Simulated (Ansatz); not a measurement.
**BFH₃O₃− (SMILES [F-].OB(O)O): Born-Oppenheimer dynamics**

The task is to watch the atoms for 60 steps of 0.5 fs, started with velocities for 200 K and run at constant energy.

Computed with Ansatz 0.2.0, Gaussian basis. Level: revPBE-D4/def2-SVP.

103 further runs of the same task are left out: 103 set aside as unsound or not needed.

**1. Where the work starts**

The start, a pair relaxed at PBE0-D4: SMILES `[F-].OB(O)O`, 8 atoms, charge -1, spin multiplicity 1.

Atoms are counted from 1 here; the program's logs count them from 0.

Bond lengths: F1–B3 1.467 Å, O2–B3 1.461 Å, O2–H6 0.958 Å, B3–O4 1.461 Å, B3–O5 1.461 Å, O4–H7 0.958 Å, O5–H8 0.958 Å. Angles: B3–O2–H6 107.2°, F1–B3–O2 108.3°, F1–B3–O4 108.3°, F1–B3–O5 108.3°, O2–B3–O4 110.6°, O2–B3–O5 110.6°, O4–B3–O5 110.6°, B3–O4–H7 107.2°, B3–O5–H8 107.2°.

Coordinates:

```xyz
8
BFH3O3
F     0.5122   -0.3835   -1.3427
O    -0.3310   -1.2252    0.7102
B     0.0067   -0.0052   -0.0183
O    -1.1782    0.8292   -0.1996
O     1.0544    0.7359    0.6792
H    -0.9733   -1.7023    0.1827
H    -0.9161    1.5832   -0.7299
H     1.8254    0.1681    0.7186
```

**2. The run**

The input, md/in.yaml:

```yaml
crystal:
  periodic: [false, false, false]
  atoms:
    - {symbol: F, position_ang: [0.512187, -0.383481, -1.342652]}
    - {symbol: O, position_ang: [-0.331002, -1.225246, 0.710222]}
    - {symbol: B, position_ang: [0.006715, -0.005211, -0.018307]}
    - {symbol: O, position_ang: [-1.178219, 0.829216, -0.199594]}
    - {symbol: O, position_ang: [1.054374, 0.735876, 0.679173]}
    - {symbol: H, position_ang: [-0.973301, -1.702332, 0.182668]}
    - {symbol: H, position_ang: [-0.916067, 1.583168, -0.729928]}
    - {symbol: H, position_ang: [1.825412, 0.168111, 0.718618]}
basis:
  gaussian: {orbitals: def2-SVP}
total_charge: -1
hamiltonian: {xc: {name: revPBE}, dispersion: d4}
md: {n_steps: 60, timestep: 0.5, temperature: 200, ensemble: nve, seed: 734, initial_velocities: maxwell_boltzmann}
```

Run with:

```
> ansatz run in.yaml --threads 4 --pin off --events-out ev --progress --plain --max-ram 9574MiB
```

**Question.** What will these runs give? Wanted: temperature at the start; mean temperature, second half; lowest and highest potential energy, from the first frame; largest change of potential + kinetic.

As calculated:

```
                                                 quantity              value
                                                   length  60 steps, 30.0 fs
                                 temperature at the start              200 K
                            mean temperature, second half              112 K
lowest and highest potential energy, from the first frame       0 and 98 meV
                    largest change of potential + kinetic            0.5 meV
```

In words: With no thermostat the total energy should stay fixed; it holds within 0.5 meV, small beside the kinetic energy, so the time step serves. The instant temperature ranges from 74 to 200 K, as energy passes between motion and strain. No bond breaks or forms, judged by distance.
